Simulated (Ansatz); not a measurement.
# Alloy of ZnO and MgO (43 of 96 Zn sites exchanged), 192 atoms

Wanted: the relaxed alloy cell and its gap (PBEsol, PBE, r²SCAN and HSE06).

All numbers are computed with Ansatz 0.2.0 (PAW, plane waves).

1 further run of the same task is left out (it didn't finish).

## Step 1: The system as built

192 atoms (43 Mg, 53 Zn, 96 O); a = 13.049 Å, b = 16.952 Å, c = 10.258 Å, α = 90.00°, β = 90.00°, γ = 90.00°. All atoms were shaken off their sites by about 0.02 Å along each axis.

Steps to follow: (2) PBEsol cell relaxation at the single k point (½, ½, ½), on 1 × NVIDIA GB300 Max-Q with 8 threads of Arm Neoverse-V2; (3) PBE single point at the Γ point alone, on 1 × NVIDIA GB300 Max-Q with 8 threads of Arm Neoverse-V2; (4) r²SCAN single point at the Γ point alone, on 1 × NVIDIA GB300 Max-Q with 8 threads of Arm Neoverse-V2; (5) HSE06 single point at the Γ point alone, on 1 × NVIDIA GB300 Max-Q with 8 threads of Arm Neoverse-V2.

## Step 2: Relaxing cell and atoms with PBEsol

in.yaml reads:

```yaml
crystal:
  lattice:
    - [13.049324, 0.000000, 0.000000]
    - [0.000000, 16.951568, 0.000000]
    - [0.000000, 0.000000, 10.258311]
  atoms:
    - { symbol: Mg, position: [0.126118, 0.056991, 0.245980] }
    - { symbol: Mg, position: [0.999174, 0.223506, 0.247876] }
    - { symbol: Mg, position: [0.997869, 0.220377, 0.745139] }
    - { symbol: Mg, position: [0.124997, 0.387427, 0.247641] }
    - { symbol: Mg, position: [0.998686, 0.555684, 0.745901] }
    - { symbol: Mg, position: [0.499632, 0.223101, 0.245723] }
    - { symbol: Mg, position: [0.501922, 0.222585, 0.744877] }
    - { symbol: Mg, position: [0.375709, 0.389063, 0.245725] }
    - { symbol: Mg, position: [0.249220, 0.558274, 0.748819] }
    - { symbol: Mg, position: [0.998960, 0.887753, 0.244817] }
    - { symbol: Mg, position: [0.999913, 0.889502, 0.747928] }
    - { symbol: Mg, position: [0.874521, 0.054828, 0.746214] }
    - { symbol: Mg, position: [0.748775, 0.221478, 0.750290] }
    - { symbol: Mg, position: [0.623346, 0.386522, 0.748415] }
    - { symbol: Mg, position: [0.501418, 0.554330, 0.245825] }
    - { symbol: Mg, position: [0.498867, 0.556438, 0.750184] }
    - { symbol: Mg, position: [0.375054, 0.722124, 0.745981] }
    - { symbol: Mg, position: [0.247713, 0.888891, 0.248727] }
    - { symbol: Mg, position: [0.249958, 0.888714, 0.749932] }
    - { symbol: Mg, position: [0.875783, 0.723010, 0.245757] }
    - { symbol: Mg, position: [0.750401, 0.887186, 0.749734] }
    - { symbol: Mg, position: [0.000899, 0.112104, 0.498447] }
    - { symbol: Mg, position: [0.251589, 0.109885, 0.996145] }
    - { symbol: Mg, position: [0.001039, 0.443602, 0.498396] }
    - { symbol: Mg, position: [0.375254, 0.275394, 0.999210] }
    - { symbol: Mg, position: [0.250964, 0.445106, 0.998929] }
    - { symbol: Mg, position: [0.125425, 0.611157, 0.495500] }
    - { symbol: Mg, position: [0.998982, 0.777854, 0.496139] }
    - { symbol: Mg, position: [0.748904, 0.109951, 0.498157] }
    - { symbol: Mg, position: [0.625012, 0.278504, 0.997846] }
    - { symbol: Mg, position: [0.372964, 0.608870, 0.496239] }
    - { symbol: Mg, position: [0.375893, 0.612226, 0.993444] }
    - { symbol: Mg, position: [0.126150, 0.944363, 0.493654] }
    - { symbol: Mg, position: [0.873087, 0.278101, 0.496301] }
    - { symbol: Mg, position: [0.873931, 0.277047, 0.000178] }
    - { symbol: Mg, position: [0.751364, 0.444642, 0.996711] }
    - { symbol: Mg, position: [0.626662, 0.611262, 0.996631] }
    - { symbol: Mg, position: [0.500710, 0.777278, 0.500123] }
    - { symbol: Mg, position: [0.373864, 0.944139, 0.494980] }
    - { symbol: Mg, position: [0.377725, 0.944491, 0.000099] }
    - { symbol: Mg, position: [0.873562, 0.611632, 0.497648] }
    - { symbol: Mg, position: [0.625220, 0.945240, 0.497252] }
    - { symbol: Mg, position: [0.874344, 0.946966, 0.496503] }
    - { symbol: Zn, position: [0.125715, 0.056266, 0.750072] }
    - { symbol: Zn, position: [0.376863, 0.055952, 0.246534] }
    - { symbol: Zn, position: [0.374337, 0.056368, 0.748592] }
    - { symbol: Zn, position: [0.247910, 0.222279, 0.249857] }
    - { symbol: Zn, position: [0.249083, 0.222809, 0.746520] }
    - { symbol: Zn, position: [0.125539, 0.387673, 0.747825] }
    - { symbol: Zn, position: [0.001088, 0.557454, 0.247132] }
    - { symbol: Zn, position: [0.628118, 0.054834, 0.249303] }
    - { symbol: Zn, position: [0.624804, 0.058036, 0.749344] }
    - { symbol: Zn, position: [0.375343, 0.388196, 0.745927] }
    - { symbol: Zn, position: [0.250087, 0.554904, 0.247085] }
    - { symbol: Zn, position: [0.126953, 0.722996, 0.248740] }
    - { symbol: Zn, position: [0.124112, 0.721243, 0.746421] }
    - { symbol: Zn, position: [0.875155, 0.055988, 0.248700] }
    - { symbol: Zn, position: [0.750582, 0.222913, 0.246497] }
    - { symbol: Zn, position: [0.621788, 0.387828, 0.248766] }
    - { symbol: Zn, position: [0.376975, 0.722005, 0.247592] }
    - { symbol: Zn, position: [0.877241, 0.386973, 0.243312] }
    - { symbol: Zn, position: [0.876874, 0.389113, 0.752015] }
    - { symbol: Zn, position: [0.749616, 0.553986, 0.249681] }
    - { symbol: Zn, position: [0.749229, 0.556823, 0.748173] }
    - { symbol: Zn, position: [0.623907, 0.723110, 0.243675] }
    - { symbol: Zn, position: [0.624081, 0.721652, 0.746498] }
    - { symbol: Zn, position: [0.501289, 0.888359, 0.244295] }
    - { symbol: Zn, position: [0.495439, 0.889247, 0.747428] }
    - { symbol: Zn, position: [0.876967, 0.722520, 0.746275] }
    - { symbol: Zn, position: [0.750425, 0.889215, 0.248112] }
    - { symbol: Zn, position: [0.998947, 0.111030, 0.000524] }
    - { symbol: Zn, position: [0.251192, 0.111545, 0.495526] }
    - { symbol: Zn, position: [0.126413, 0.277460, 0.499201] }
    - { symbol: Zn, position: [0.123128, 0.278157, 0.995058] }
    - { symbol: Zn, position: [0.998489, 0.444034, 0.000361] }
    - { symbol: Zn, position: [0.499586, 0.110185, 0.498513] }
    - { symbol: Zn, position: [0.499974, 0.111721, 0.996583] }
    - { symbol: Zn, position: [0.373050, 0.279689, 0.501231] }
    - { symbol: Zn, position: [0.249433, 0.443259, 0.496116] }
    - { symbol: Zn, position: [0.123920, 0.611199, 0.996851] }
    - { symbol: Zn, position: [0.000227, 0.777404, 0.993583] }
    - { symbol: Zn, position: [0.750435, 0.109667, 0.999626] }
    - { symbol: Zn, position: [0.626186, 0.276220, 0.497674] }
    - { symbol: Zn, position: [0.500372, 0.443851, 0.498615] }
    - { symbol: Zn, position: [0.499590, 0.444850, 0.997679] }
    - { symbol: Zn, position: [0.250507, 0.778153, 0.498453] }
    - { symbol: Zn, position: [0.250035, 0.775526, 0.998072] }
    - { symbol: Zn, position: [0.124442, 0.943069, 0.997960] }
    - { symbol: Zn, position: [0.748910, 0.442211, 0.497987] }
    - { symbol: Zn, position: [0.623107, 0.610649, 0.495370] }
    - { symbol: Zn, position: [0.498666, 0.779170, 0.000569] }
    - { symbol: Zn, position: [0.876192, 0.612638, 0.001098] }
    - { symbol: Zn, position: [0.749504, 0.777600, 0.497920] }
    - { symbol: Zn, position: [0.747863, 0.778973, 0.001422] }
    - { symbol: Zn, position: [0.625221, 0.944840, 0.996213] }
    - { symbol: Zn, position: [0.876452, 0.943633, 0.998603] }
    - { symbol: O, position: [0.000695, 0.110674, 0.191200] }
    - { symbol: O, position: [0.999015, 0.110952, 0.691181] }
    - { symbol: O, position: [0.248831, 0.109759, 0.188048] }
    - { symbol: O, position: [0.249620, 0.112294, 0.691073] }
    - { symbol: O, position: [0.124242, 0.278570, 0.189789] }
    - { symbol: O, position: [0.126363, 0.277316, 0.687877] }
    - { symbol: O, position: [0.001956, 0.446732, 0.193529] }
    - { symbol: O, position: [0.001946, 0.443518, 0.692944] }
    - { symbol: O, position: [0.498657, 0.110306, 0.190363] }
    - { symbol: O, position: [0.503035, 0.110723, 0.688601] }
    - { symbol: O, position: [0.375569, 0.278617, 0.188078] }
    - { symbol: O, position: [0.373980, 0.277537, 0.694600] }
    - { symbol: O, position: [0.247978, 0.445065, 0.190223] }
    - { symbol: O, position: [0.250475, 0.446256, 0.687474] }
    - { symbol: O, position: [0.124020, 0.613260, 0.191270] }
    - { symbol: O, position: [0.122872, 0.610120, 0.694241] }
    - { symbol: O, position: [0.000763, 0.778414, 0.191043] }
    - { symbol: O, position: [0.998372, 0.776822, 0.688052] }
    - { symbol: O, position: [0.747366, 0.110560, 0.193153] }
    - { symbol: O, position: [0.753475, 0.111423, 0.689843] }
    - { symbol: O, position: [0.625417, 0.278383, 0.189877] }
    - { symbol: O, position: [0.625315, 0.277676, 0.694482] }
    - { symbol: O, position: [0.502374, 0.444885, 0.192168] }
    - { symbol: O, position: [0.500168, 0.445217, 0.691594] }
    - { symbol: O, position: [0.376458, 0.613019, 0.188267] }
    - { symbol: O, position: [0.374256, 0.612000, 0.690415] }
    - { symbol: O, position: [0.251830, 0.778876, 0.195439] }
    - { symbol: O, position: [0.251393, 0.775881, 0.688614] }
    - { symbol: O, position: [0.123833, 0.946348, 0.191869] }
    - { symbol: O, position: [0.124170, 0.944836, 0.693692] }
    - { symbol: O, position: [0.874482, 0.278598, 0.190282] }
    - { symbol: O, position: [0.874072, 0.276707, 0.688939] }
    - { symbol: O, position: [0.750098, 0.443588, 0.193637] }
    - { symbol: O, position: [0.750892, 0.444922, 0.691184] }
    - { symbol: O, position: [0.626345, 0.610970, 0.191941] }
    - { symbol: O, position: [0.623409, 0.610920, 0.692302] }
    - { symbol: O, position: [0.498618, 0.778650, 0.194532] }
    - { symbol: O, position: [0.500473, 0.775223, 0.694548] }
    - { symbol: O, position: [0.376178, 0.944411, 0.189173] }
    - { symbol: O, position: [0.372489, 0.942761, 0.687963] }
    - { symbol: O, position: [0.875260, 0.611015, 0.189751] }
    - { symbol: O, position: [0.874156, 0.611637, 0.690238] }
    - { symbol: O, position: [0.749577, 0.778937, 0.191323] }
    - { symbol: O, position: [0.746733, 0.779034, 0.693419] }
    - { symbol: O, position: [0.622830, 0.943151, 0.194176] }
    - { symbol: O, position: [0.625538, 0.945300, 0.689935] }
    - { symbol: O, position: [0.874532, 0.945539, 0.190706] }
    - { symbol: O, position: [0.876182, 0.944559, 0.691126] }
    - { symbol: O, position: [0.124918, 0.055050, 0.440734] }
    - { symbol: O, position: [0.126196, 0.055394, 0.938790] }
    - { symbol: O, position: [0.999986, 0.222364, 0.439093] }
    - { symbol: O, position: [0.001072, 0.221608, 0.943031] }
    - { symbol: O, position: [0.377244, 0.055063, 0.439408] }
    - { symbol: O, position: [0.373931, 0.052830, 0.940555] }
    - { symbol: O, position: [0.249731, 0.219419, 0.441569] }
    - { symbol: O, position: [0.251017, 0.222229, 0.942993] }
    - { symbol: O, position: [0.125451, 0.388111, 0.442386] }
    - { symbol: O, position: [0.126488, 0.389788, 0.943894] }
    - { symbol: O, position: [0.998703, 0.557460, 0.440891] }
    - { symbol: O, position: [0.000140, 0.555974, 0.941037] }
    - { symbol: O, position: [0.626815, 0.056100, 0.445835] }
    - { symbol: O, position: [0.624019, 0.054914, 0.942097] }
    - { symbol: O, position: [0.497598, 0.222381, 0.439040] }
    - { symbol: O, position: [0.499791, 0.221027, 0.938324] }
    - { symbol: O, position: [0.374798, 0.389645, 0.442719] }
    - { symbol: O, position: [0.373558, 0.388417, 0.942032] }
    - { symbol: O, position: [0.250566, 0.555604, 0.441427] }
    - { symbol: O, position: [0.252732, 0.556599, 0.938284] }
    - { symbol: O, position: [0.125601, 0.721646, 0.439749] }
    - { symbol: O, position: [0.126694, 0.722624, 0.941981] }
    - { symbol: O, position: [0.000041, 0.892511, 0.437725] }
    - { symbol: O, position: [0.998683, 0.888991, 0.941868] }
    - { symbol: O, position: [0.872702, 0.057849, 0.441051] }
    - { symbol: O, position: [0.874828, 0.055258, 0.942709] }
    - { symbol: O, position: [0.749931, 0.222868, 0.441703] }
    - { symbol: O, position: [0.749644, 0.220714, 0.942550] }
    - { symbol: O, position: [0.625643, 0.388153, 0.440423] }
    - { symbol: O, position: [0.626290, 0.389128, 0.937301] }
    - { symbol: O, position: [0.495820, 0.554058, 0.437198] }
    - { symbol: O, position: [0.500488, 0.555819, 0.940446] }
    - { symbol: O, position: [0.375911, 0.720995, 0.441281] }
    - { symbol: O, position: [0.376696, 0.723048, 0.939852] }
    - { symbol: O, position: [0.250591, 0.889724, 0.442733] }
    - { symbol: O, position: [0.250928, 0.890791, 0.938922] }
    - { symbol: O, position: [0.874599, 0.387288, 0.438422] }
    - { symbol: O, position: [0.874468, 0.387533, 0.937515] }
    - { symbol: O, position: [0.749549, 0.556862, 0.440219] }
    - { symbol: O, position: [0.749315, 0.553353, 0.940155] }
    - { symbol: O, position: [0.622502, 0.721145, 0.443135] }
    - { symbol: O, position: [0.624413, 0.720773, 0.942309] }
    - { symbol: O, position: [0.500272, 0.888363, 0.442485] }
    - { symbol: O, position: [0.498692, 0.888775, 0.941766] }
    - { symbol: O, position: [0.876544, 0.722666, 0.439526] }
    - { symbol: O, position: [0.875899, 0.721663, 0.943570] }
    - { symbol: O, position: [0.751141, 0.888790, 0.443030] }
    - { symbol: O, position: [0.749456, 0.889381, 0.938792] }
kpoints:
  mp_grid: { grid: [1, 1, 1], shift: [0.5, 0.5, 0.5] }
hamiltonian:
  xc: pbesol
scf:
  occupations: { method: fermi_dirac, width: 0.01 }
relax:
  f_tol: 0.03
  max_steps: 80
  escape_saddle: false
  adjacent_minimum: "off"
  cell: { fix: [alpha, beta, gamma] }
output:
  forces: true
  eigenvalues: true
  populations: true
```

Launch:

```sh
$ ansatz run in.yaml --threads 8 --pin off --max-ram 118750MiB --runs-dir r --events-out ev --progress --plain --backend cuda --devices 0,
```

After this run come: PBE single point; r²SCAN single point; HSE06 single point.

**Question.** What will these runs give? Wanted: for each run, top filled to lowest empty.

**Answer**, as computed:

```
             level           time   k points  top filled to lowest empty (eV)
PBEsol, relaxation     17 s (GPU)  (½, ½, ½)                             3.25
               PBE    8.8 s (GPU)          Γ                             1.84
            r²SCAN     14 s (GPU)          Γ                             2.33
             HSE06  3.9 min (GPU)          Γ                             3.57
```

| quantity | value |
| --- | --- |
| relaxation | 6 recorded steps, 1.41 eV gained |
| largest shift | 0.10 Å (O134 and others alike) |
| relaxed cell | a = 12.993 Å, b = 16.910 Å, c = 10.335 Å, α = 90.00°, β = 90.00°, γ = 90.00° |
| mean bonds | Mg–O 1.972, O–Zn 1.976 Å |

**What this shows.** Relaxation gains 1.41 eV, with shifts up to 0.10 Å (O134 and others alike), while the volume changes by +0.1 %. The mean lengths differ by only 0.00 Å, over all coordinations together. At the same k points, PBE gives a spacing 1.73 eV smaller and r²SCAN gives a spacing 1.24 eV smaller than the 3.57 eV of HSE06. Rows on different k points differ by sampling as well as by level. The HSE06 single point took about 26 times as long as the PBE one on the same kind of device. With one k point the spacing samples only the states that fold onto it, so it can exceed the gap over the zone.
